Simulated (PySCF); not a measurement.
# C6H10FNO: the cost of one run

Programs: PySCF 2.14.0, with routines of our own; each step states its level. All values are computed. Atoms count from 0.

## (1) The system as given

19 atoms, charge 0, multiplicity 1; geometry from: GFN2-xTB.

## (2) Magnetic properties: GIAO BHandHLYP/pcSseg-1

The job: settings as JSON, then the geometry in Å.

```
{"job": {"kind": "mag", "xc": "BHandHLYP", "basis": "pcSseg-1", "isotopologues": 0}, "charge": 0, "multiplicity": 1}
C      2.664847    -0.473909    -0.399636
O      1.587152     0.432762    -0.447445
C      0.356596    -0.026840    -0.113595
C     -0.754607     0.713433    -0.086774
C     -0.889987     2.168949    -0.354582
F     -1.402845     2.825804     0.751367
C     -1.931129    -0.169714     0.259189
N     -1.339950    -1.415939     0.754438
C      0.017392    -1.467124     0.215197
H      3.533716     0.084458    -0.744631
H      2.501667    -1.332317    -1.057513
H      2.848954    -0.829273     0.618731
H      0.084055     2.617617    -0.566809
H     -1.593783     2.369219    -1.171590
H     -2.517697    -0.393703    -0.642471
H     -2.597878     0.280767     0.995142
H     -1.294402    -1.375213     1.767561
H      0.009004    -2.069028    -0.704447
H      0.709090    -1.930699     0.920407
```

With the program's defaults for keys left out, this is: GIAO BHandHLYP/pcSseg-1 magnetisability, rotational g tensor and spin-rotation constants, non-relativistic, gas phase.

The run is started by

```
$ OMP_NUM_THREADS=1 python excited_run.py task.json out
```

One launch serves the whole session: the jobs run in the order shown.

**Question.** How long does this first job take on 1 thread of Arm Neoverse N1, shared host, and how much memory does it need?

About 64 s, with a peak of 0.9 GiB.
